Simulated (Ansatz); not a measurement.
# LaGe2: one crystal by all-electron and frozen-core methods

The same cell of LaGe2 is computed with LAPW, all electrons, PAW on the default files and all-electron PAW on datasets made for the crystal, to set the results side by side.

Computed with Ansatz 0.2.0 (DFT PBEsol, scalar-relativistic, unless a step's input says otherwise).

### 1 The starting structure

Symmetry: I4_1/amd, No. 141, tetragonal system. Conventional cell: a = 4.321 Å, b = 4.321 Å, c = 15.681 Å, α = 90.00°, β = 90.00°, γ = 90.00°. La (site symmetry -4m2) has 12 Ge at 3.32 to 3.41 Å as nearest neighbours. Ge (site symmetry 2mm) is surrounded by 3 Ge at 2.54 to 2.58 Å.

As a file:

```cif
data_structure
_symmetry_space_group_name_H-M 'I4_1/amd:1'
_symmetry_Int_Tables_number 141
_cell_length_a 4.3210
_cell_length_b 4.3210
_cell_length_c 15.6811
_cell_angle_alpha 90.000
_cell_angle_beta 90.000
_cell_angle_gamma 90.000
_cell_volume 292.78
loop_
_atom_site_label
_atom_site_type_symbol
_atom_site_symmetry_multiplicity
_atom_site_Wyckoff_symbol
_atom_site_fract_x
_atom_site_fract_y
_atom_site_fract_z
_atom_site_occupancy
La1 La 4 b 0.50000 0.00000 0.25000 1
Ge1 Ge 8 e 0.00000 0.50000 0.16788 1
```

The file gives the conventional cell by its symmetry; the runs use the cell typed in the input.

Structure from a Materials Project entry, not relaxed further.

Atoms are numbered in the order of the input: La1, La2, Ge3, Ge4, Ge5, Ge6.

### 2 LAPW, all electrons

Contents of input.yaml:

```yaml
crystal:
  lattice:
    - [-2.160492, 2.160492, 7.840547]
    - [2.160492, -2.160492, 7.840547]
    - [2.160492, 2.160492, -7.840547]
  atoms:
    - { symbol: La, position: [0.25, 0.75, 0.5] }
    - { symbol: La, position: [0.5, 0.5, 0.0] }
    - { symbol: Ge, position: [0.667876, 0.167876, 0.5] }
    - { symbol: Ge, position: [0.082124, 0.082124, 0.0] }
    - { symbol: Ge, position: [0.832124, 0.332124, 0.5] }
    - { symbol: Ge, position: [0.917876, 0.917876, 0.0] }
kpoints:
  mp_grid: { grid: [9, 9, 9] }
  band_path:
    path:
      - [0.0, 0.0, 0.0]
      - [0.0, 0.0, 0.5]
      - [0.25, 0.25, 0.25]
      - [0.0, 0.5, 0.0]
      - [0.0, 0.0, 0.0]
      - [0.5, 0.5, -0.5]
      - [0.268982465, 0.731017535, -0.268982465]
      - [-0.268982465, 0.268982465, 0.268982465]
      - [0.0, 0.0, 0.0]
    npoints: 14
scf:
  occupations: { method: fermi_dirac, width: 0.08 }
hamiltonian:
  xc: pbesol
  pseudopotentials: { kind: all_electron, lapw: { basis_error: 0.001 } }
output:
  forces: true
  stress: true
  eigenvalues: true
  fatbands: true
  populations: true
  dos: { projected: true, de: 0.2, e_range: [-14, 8] }
```

Command:

```sh
$ ansatz run input.yaml --threads 2 --pin off --max-ram 6144MiB --backend cpu --events-out ev --progress --plain --runs-dir out
```

### 3 PAW on the default files

input.yaml, as its differences from that of step 2:

```diff
@@ -30,3 +30,3 @@
   xc: pbesol
-  pseudopotentials: { kind: all_electron, lapw: { basis_error: 0.001 } }
+  pseudopotentials: { kind: paw }
 output:
@@ -35,4 +35,9 @@
   eigenvalues: true
-  fatbands: true
+  efg: { contact_densities: true }
   populations: true
+  bader: true
   dos: { projected: true, de: 0.2, e_range: [-14, 8] }
+  write_density: true
+  write_potential: true
+  elf: true
+  volumetric_format: npy
```

### 4 All-electron PAW on datasets made for the crystal

input.yaml, as its differences from that of step 3:

```diff
@@ -25,3 +25,3 @@
       - [0.0, 0.0, 0.0]
-    npoints: 14
+    npoints: 8
 scf:
@@ -30,3 +30,3 @@
   xc: pbesol
-  pseudopotentials: { kind: paw }
+  pseudopotentials: { kind: all_electron, datasets: crystal }
 output:
@@ -36,8 +36 @@
   efg: { contact_densities: true }
-  populations: true
-  bader: true
-  dos: { projected: true, de: 0.2, e_range: [-14, 8] }
-  write_density: true
-  write_potential: true
-  elf: true
-  volumetric_format: npy
```

(Steps that only read results are left out.)

Q: Predict the outcome of this session. Wanted: pressure; gap; largest force; Bader charges; highest ELF.

The runs gave:

```
           quantity                                               value
           pressure   LAPW -3.05, PAW -3.08, crystal datasets -3.05 GPa
         gap (LAPW)                                                none
      largest force  LAPW 0.062, PAW 0.062, crystal datasets 0.062 eV/Å
Bader charges (PAW)                              La1 +1.35, Ge3 -0.67 e
  highest ELF (PAW)                                0.70, 1.38 Å from Ge
```

**Reading.** At this geometry the cell is under tension of 3.0 GPa, so it would shrink if let go. There is no gap at this level; the crystal is a metal here. Ge 4p carries the largest share, 37 %, of the projected states within 0.3 eV of the Fermi level. The projection holds only the free atom's occupied shells (La 6s, La 5d, La 4f, Ge 4s, Ge 4p in this range). The field gradient at Ge3, the largest by crystal datasets, is -8.73 by PAW and -8.73 by crystal datasets (10²¹ V/m²), within 5 %. Spin–orbit coupling is left out, which moves gradients at and beside heavy atoms by some per cent and at worst by a factor of two. PAW lies -0.03 GPa from LAPW in pressure. The forces differ by at most 1 meV/Å in a component, on a largest force of 0.062 eV/Å. The price, with the outputs that each input asks for: 4.8 min for LAPW against 59 s for PAW, about 5 to one. Spin-orbit coupling is left out, though the cell holds La; in elements this heavy it can shift bands and gaps by tenths of an eV.
